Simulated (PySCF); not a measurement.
**Co³⁺: ionisation energy in x2c-TZVPPall plus 1 even-tempered diffuse shell per l**

Aim: the ionisation energy of cobalt from differences of total energies, at each level of theory, and how far each lands from the tabulated value where there is one.

The numbers are computed with PySCF 2.14.0 (unrestricted determinants in a Gaussian basis, no spin-orbit coupling in the energies), except any that are marked as measured or tabulated.

## (1) The atom as given

* Element: cobalt (Z = 27)
* Basis: x2c-TZVPPall with one added diffuse shell each of s, p, d, f type (7s6p5d3f1g, 80 functions)
* Hamiltonian: scalar relativity by spin-free X2C-1e
* State 1: Co³⁺: [Ar] 3d6, high-spin 5D determinant
* Needed too, but not shown: Co²⁺ [Ar] 3d7 (4F)
* Methods: CCSD(T)
* Core shells frozen in the correlated runs: valence and next inner shell: [Ne] (for Co³⁺)

Outer shells as boxes (Hund's rule):

Co3+ [Ar] 3d6
```
[Ar] core
3d [↑↓][↑ ][↑ ][↑ ][↑ ]
```

The runs were made by one driver on top of PySCF. The scripts below sum up each run's settings (the driver also hands on starting orbitals that pick excited configurations, and frozen orbitals as a list rather than a count), and the logs come from the driver's own runs. The driver starts from symmetry-adapted Hartree-Fock orbitals, holds the occupation by maximum overlap and uses a logarithmic radial grid for functionals, so a plain start would take other cycles.

The integrals over 80 functions and the set-up took 1.1 s of CPU time.

## (2) Co³⁺: CCSD(T) (valence and next inner shell)

Level: CCSD(T) (valence and next inner shell).

The input, input.py:

```python
from pyscf import gto, scf, dft, mp, cc
import basis_set_exchange as bse
mol = gto.M(atom="Co 0 0 0", charge=3, spin=4, symmetry="D2h",
            basis=gto.basis.parse(bse.get_basis("x2c-TZVPPall", elements=["Co"], fmt="nwchem", augment_diffuse=1)),
            nucmod="G")
mf = scf.UHF(mol).sfx2c1e()
mf.irrep_nelec = {'Ag': (5, 3), 'B1g': (1, 1), 'B2g': (1, 0), 'B3g': (1, 0), 'B1u': (2, 2), 'B2u': (2, 2), 'B3u': (2, 2)}
mf.kernel()
mycc = cc.CCSD(mf, frozen=5).run()
mycc.ccsd_t()
```

What does the calculation give?

**Answer**, as computed:

| quantity | value |
| --- | --- |
| ionisation energy, Co²⁺ | UHF 31.189, CCSD(T) (valence and next inner shell) 33.110 eV; reference 33.5 ± 0.06 |

Accuracy by level (over 1 difference):

```
                                method  mean absolute miss against CCSD(T) (valence and next inner shell) (eV)
                                   UHF                                                                   1.921
    MP2 (valence and next inner shell)                                                                   0.335
SCS-MP2 (valence and next inner shell)                                                                   0.260
   CCSD (valence and next inner shell)                                                                   0.067
CCSD(T) (valence and next inner shell)                                                                   0.000
```

The methods span 2.256 eV, from UHF (31.189) to MP2 (valence and next inner shell) (33.445). The reference is uncertain or not like for like (spin-orbit coupling or other relativistic terms), so no ranking of close methods is drawn. All values hold for this basis alone; no basis-set limit was taken.
